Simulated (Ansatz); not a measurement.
# FGeH4N: the cost of one run

All numbers below are computed with Ansatz 0.2.0 (RKS PBE-D4/def2-SVP).

## Step 1: Starting point

Bond lengths: N1–Ge2 1.806 Å, Ge2–F3 1.753 Å, N1–H4 1.024 Å, N1–H5 1.065 Å, Ge2–H6 1.560 Å, Ge2–H7 1.575 Å. Angles: N1–Ge2–F3 107.9°, N1–Ge2–H6 110.3°, N1–Ge2–H7 109.5°, F3–Ge2–H6 110.4°, F3–Ge2–H7 110.2°, H6–Ge2–H7 108.6°, Ge2–N1–H4 108.5°, Ge2–N1–H5 109.5°, H4–N1–H5 108.9°.

Structure file:

```xyz
7

N    -0.7891    0.4797   -0.7189
Ge    0.5529   -0.0382    0.3724
F     0.2824   -1.7164    0.8000
H    -0.7745   -0.1106   -1.5549
H    -1.7215    0.3499   -0.2214
H     0.5813    0.8519    1.6536
H     1.9297    0.1157   -0.3764
```

## Step 2: Relaxing the start

Contents of input.yaml:

```yaml
crystal:
  periodic: [false, false, false]
  atoms:
    - { symbol: "N", position_ang: [-0.7891, 0.4797, -0.7189] }
    - { symbol: Ge, position_ang: [0.5529, -0.0382, 0.3724] }
    - { symbol: F, position_ang: [0.2824, -1.7164, 0.8] }
    - { symbol: H, position_ang: [-0.7745, -0.1106, -1.5549] }
    - { symbol: H, position_ang: [-1.7215, 0.3499, -0.2214] }
    - { symbol: H, position_ang: [0.5813, 0.8519, 1.6536] }
    - { symbol: H, position_ang: [1.9297, 0.1157, -0.3764] }
basis:
  gaussian: { orbitals: def2-SVP }
hamiltonian:
  xc: pbe
  dispersion: d4
relax:
  f_tol: 0.02
  max_steps: 40
scf:
  lower_state_search: "off"
```

The run is started by

```
$ ansatz run input.yaml --threads 1 --pin off --max-ram 2048MiB --backend cpu --events-out ev --progress --plain --runs-dir out
```

What time and memory should one allow on 1 thread of Intel Xeon Platinum 8259CL at 2.50GHz (Skylake/Cascade Lake), shared host?

About 9.6 s, with a peak of 0.13 GiB.
